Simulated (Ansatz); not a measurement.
# H₆O₂SiSn: one species, many methods

Aim: compute H₆O₂SiSn with functionals from several rungs and with coupled cluster. The yardstick is the atomisation energy at the CCSD(T) limit.

Method: functionals in def2-TZVPP, the program's frozen cores in correlated methods; program: Ansatz 0.2.0, Gaussian basis.

The runs, in order: LDA (SPW92), PBE-D4, revPBE-D4, BLYP-D4, r2SCAN-D4, B97M-V, PBE0-D4, B3LYP-D4, r2SCANh-D4, r2SCAN0-D4, HSE06-D4, BHLYP-D4, CAM-B3LYP-D4, LC-ωPBE, ωB97X-V, ωB97M-V, B2PLYP, PBE-QIDH; CCSD(T)/def2-SVP; CCSD(T)/def2-TZVPP; MP2/def2-QZVPP; extrapolation to the limit; RPA on PBE.

## Step 1: The geometry

All runs share one geometry, relaxed beforehand with PBE0-D4 in a triple-zeta def2 set. Sn takes the def2 core potential; no spin-orbit term is included.

10 atoms, charge 0, spin multiplicity 1.

Atoms are counted from 1 here; the program's logs count them from 0.

Bond lengths: O1–Sn2 1.956 Å, O1–H5 0.960 Å, Sn2–O3 1.956 Å, Sn2–H6 1.699 Å, Sn2–H7 1.695 Å, O3–Si4 1.632 Å, Si4–H8 1.489 Å, Si4–H9 1.487 Å, Si4–H10 1.492 Å. Angles: Sn2–O1–H5 113.9°, O1–Sn2–O3 106.2°, O1–Sn2–H6 111.7°, O1–Sn2–H7 104.9°, O3–Sn2–H6 104.2°, O3–Sn2–H7 109.4°, H6–Sn2–H7 119.7°, Sn2–O3–Si4 135.7°, O3–Si4–H8 111.2°, O3–Si4–H9 108.9°, O3–Si4–H10 111.2°, H8–Si4–H9 108.7°, H8–Si4–H10 108.1°, H9–Si4–H10 108.8°.

## Step 2: LDA

This LDA is Slater exchange with PW92 correlation.

File in.yaml:

```yaml
crystal:
  periodic: [false, false, false]
  atoms:
    - {symbol: O, position_ang: [-1.508257, 1.311254, -1.171223]}
    - {symbol: Sn, position_ang: [-0.064656, 1.543918, 0.127923]}
    - {symbol: O, position_ang: [0.315510, -0.234600, 0.847062]}
    - {symbol: Si, position_ang: [0.660936, -1.699664, 0.217243]}
    - {symbol: H, position_ang: [-2.335190, 1.014991, -0.784095]}
    - {symbol: H, position_ang: [-0.572930, 2.440961, 1.478790]}
    - {symbol: H, position_ang: [1.260656, 2.077265, -0.784525]}
    - {symbol: H, position_ang: [-0.581607, -2.463053, -0.082899]}
    - {symbol: H, position_ang: [1.466092, -2.469141, 1.201910]}
    - {symbol: H, position_ang: [1.442544, -1.573131, -1.047186]}
basis:
  gaussian: {orbitals: def2-TZVPP}
hamiltonian: {xc: lda}
output: {orbitals: {seedname: orbitals}}
```

The runs that follow: PBE-D4 (GGA); revPBE-D4 (GGA); BLYP-D4 (GGA); r2SCAN-D4 (meta-GGA); B97M-V (meta-GGA); PBE0-D4 (hybrid); B3LYP-D4 (hybrid); r2SCANh-D4 (hybrid); r2SCAN0-D4 (hybrid); HSE06-D4 (hybrid); BHLYP-D4 (hybrid); CAM-B3LYP-D4 (range-separated); LC-ωPBE (range-separated); ωB97X-V (range-separated); ωB97M-V (range-separated); B2PLYP (double hybrid); PBE-QIDH (double hybrid); CCSD(T) in def2-SVP; CCSD(T) in def2-TZVPP; MP2 in def2-QZVPP; RPA on PBE orbitals.

Before running them: what should the planned runs give, taken together? Wanted: atomisation energy, CCSD(T)/CBS; farthest beyond LDA; mean size of error, GGA; mean size of error, meta-GGA; mean size of error, hybrid; mean size of error, range-separated; mean size of error, double hybrid; gap, smallest and largest; T1 diagnostic.

**Answer**, as computed:

| quantity | value |
| --- | --- |
| atomisation energy, CCSD(T)/CBS | 32.542 eV |
| functionals within 0.325 eV (1.0 %) | B97M-V, CAM-B3LYP-D4, ωB97X-V |
| farthest beyond LDA | BHLYP-D4 (-1.495 eV) |
| mean size of error, GGA | 0.863 eV |
| mean size of error, meta-GGA | 0.309 eV |
| mean size of error, hybrid | 1.058 eV |
| mean size of error, range-separated | 0.419 eV |
| mean size of error, double hybrid | 0.992 eV |
| gap, smallest and largest | 5.24 eV (LDA (SPW92)), 12.71 eV (LC-ωPBE) |
| T1 diagnostic | 0.0138 |
| triples share of the correlation energy | 3.2 % |

**Reading.** The LDA atomisation energy is off by 3.903 eV (12 %): it overbinds. PBE-D4 misses by -0.566 eV. Double hybrids carry the basis error of their MP2 part in triple zeta, and no dispersion term here, so their miss is partly the set-up's. By mean error the best rung here is meta-GGA (0.309 eV) and the worst beyond LDA is hybrid (1.058 eV). The gap between the best rungs is small, so their order is not settled. The mean of the hybrids holds BHLYP, with half exact exchange. Misses under about 0.325 eV are within the doubt on the reference itself, which lacks core-valence correlation, spin-orbit coupling and higher excitations, and its outer-core shells are covered unevenly. All levels share the lack of spin-orbit coupling, which lowers the free heavy atoms and so the true binding. Hartree-Fock recovers 69 % of the binding; the rest is correlation. CCSD(T) in def2-SVP is off by -3.048 eV, worse than the median functional, from the basis alone. Orbital gaps span 5.2 to 12.7 eV; exact exchange widens them. Correlated methods include outer-core shells of Sn, which these sets cover unevenly.
